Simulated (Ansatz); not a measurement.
# Ca3Lu in Ansatz: convergence with k mesh

Ca3Lu:

```
CELL_PARAMETERS angstrom
5.36177 0.00000 0.00000
0.00000 5.36177 0.00000
0.00000 0.00000 5.36177
ATOMIC_POSITIONS crystal
Lu 0.50000 0.50000 0.50000
Ca 0.00000 0.00000 0.50000
Ca 0.00000 0.50000 0.00000
Ca 0.50000 0.00000 0.00000
```

The cell comes from a database or a generator and needn't be the stable form of this composition.

| Quantity | Value |
| --- | --- |
| Program | Ansatz 0.2.0 |
| Task | convergence study |
| Functional | LDA |
| Potentials or basis | Ansatz PAW |
| Cutoff | 420 eV (not typed: the program's choice for these potentials) |
| k mesh | 2 × 2 × 2 |
| Occupations | fermi-dirac, width 0.1 eV |
| Spin | spin-orbit coupling, no magnetisation |

These are the settings of the first run; the series varies k mesh, with any setting tied to it.

Hardware: 2 threads of Arm Neoverse V2, with other jobs on the host.

| k mesh | energy less the tightest run, at zero smearing (meV/atom) | pressure (GPa) | SCF cycles | CPU time (s) | peak memory (GiB) |
| --- | --- | --- | --- | --- | --- |
| 2 × 2 × 2 | -37.47 | -2.89 | 10 | 9.7 | 0.64 |
| 3 × 3 × 3 | -8.45 | -2.48 | 10 | 10 | 0.64 |
| 4 × 4 × 4 | -12.34 | -2.41 | 10 | 24 | 0.69 |
| 5 × 5 × 5 | -1.02 | -2.38 | 10 | 24 | 0.69 |
| 6 × 6 × 6 | -0.82 | -2.39 | 10 | 46 | 0.79 |
| 7 × 7 × 7 | -0.05 | -2.40 | 10 | 46 | 0.79 |
| 8 × 8 × 8 | 0.00 | -2.40 | 10 | 81 | 0.93 |

Against the tightest run, the energy stays within 1 meV/atom from 6 × 6 × 6 on; the pressure stays within 0.1 GPa from 3 × 3 × 3 on. Meshes of other sizes hit other points, so gaps and Fermi surfaces needn't settle smoothly. The tightest run that finished is the yardstick and may itself not be fully converged.

Caveat, for the tightest run too: the PAW data sets come from PBE, with cores solved anew for the run's functional, which leaves a small shift of forces and pressure.
